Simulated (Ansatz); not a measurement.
# InH₃ (triplet): B2PLYP, RPA-PBE over vertical spin and charge gaps, def2-SVP

How well do these functionals follow the top wave-function level for InH₃ (triplet) over vertical spin and charge gaps?

Program: Ansatz 0.2.0, Gaussian basis. Level of theory: def2-SVP, all electrons in the functionals, frozen cores in the correlation of double hybrids and RPA. These are calculated values, not measurements.

The runs, in order: B2PLYP, RPA-PBE, at charge 0, triplet; charge 0, singlet; charge 0, quintet; charge 1, doublet; charge 1, quartet.

21 further runs of the same task are left out: 7 for a known fault of the program, 6 that didn't finish, 8 set aside as unsound or not needed.

## Step 1: What is computed

The geometry is a PBE0/def2-TZVP stationary point (not a proven minimum). No spin-orbit coupling is included. Elements past krypton take def2 core potentials.

4 atoms, charge 0, spin multiplicity 3.

Atoms are counted from 1 here; the program's logs count them from 0.

Bond lengths: In1–H2 1.760 Å, H3–H4 0.769 Å.

As a file:

```xyz
4
charge 0, multiplicity 3
In    0.0000    0.0170   -0.0385
H     0.0000   -1.7263   -0.2766
H     0.3845   -0.1070    2.3287
H    -0.3845   -0.1070    2.3287
```

No dispersion term is added.

The geometry shown and the zero of energy belong to the point charge 0, triplet. The yardstick, FCI, and other wave-function levels (R restricted, U unrestricted, valence and pair active spaces) come from earlier runs.

## Step 2: B2PLYP, charge 0, triplet

File in.yaml:

```yaml
crystal:
  periodic: [false, false, false]
  atoms:
    - {symbol: In, position_ang: [0.000000, 0.017034, -0.038458]}
    - {symbol: H, position_ang: [0.000000, -1.726316, -0.276632]}
    - {symbol: H, position_ang: [0.384545, -0.107040, 2.328746]}
    - {symbol: H, position_ang: [-0.384545, -0.107040, 2.328746]}
basis:
  gaussian: {orbitals: def2-SVP}
magnetization: {spin_polarized: true, initial_magnetization: 2}
hamiltonian: {xc: {name: B2PLYP}}
correlation: {electrons: outside_noble_gas}
```

The run is started by

```sh
$ ansatz run in.yaml --threads 1 --pin off --events-out ev --progress --plain --max-ram 2393MiB
```

The runs that follow: B2PLYP, charge 0, singlet; B2PLYP, charge 0, quintet; B2PLYP, charge 1, doublet; B2PLYP, charge 1, quartet; RPA-PBE, charge 0, triplet; RPA-PBE, charge 0, singlet; RPA-PBE, charge 0, quintet; RPA-PBE, charge 1, doublet; RPA-PBE, charge 1, quartet.

**Question.** What will the summary of the whole plan be? Wanted: triplet to singlet, FCI; triplet to quintet, FCI; ionisation to the doublet cation, FCI; ionisation to the quartet cation, FCI; largest miss, B2PLYP; largest miss, RPA-PBE.

As calculated:

| quantity | value |
| --- | --- |
| triplet to singlet, FCI | -34.7 kcal/mol |
| triplet to quintet, FCI | 141.6 kcal/mol |
| ionisation to the doublet cation, FCI | 135.3 kcal/mol |
| ionisation to the quartet cation, FCI | 265.9 kcal/mol |
| largest miss, B2PLYP | +7.6 kcal/mol (triplet to quintet) |
| largest miss, RPA-PBE | +4.2 kcal/mol (ionisation to the quartet cation) |

**Reading.** Of the functionals, RPA-PBE keep the smallest largest miss at the points compared (at most 4.2 kcal/mol) and B2PLYP strays most (7.6 kcal/mol, at triplet to quintet). Functionals and the yardstick converge differently with the basis, so part of each miss in def2-SVP is the basis.
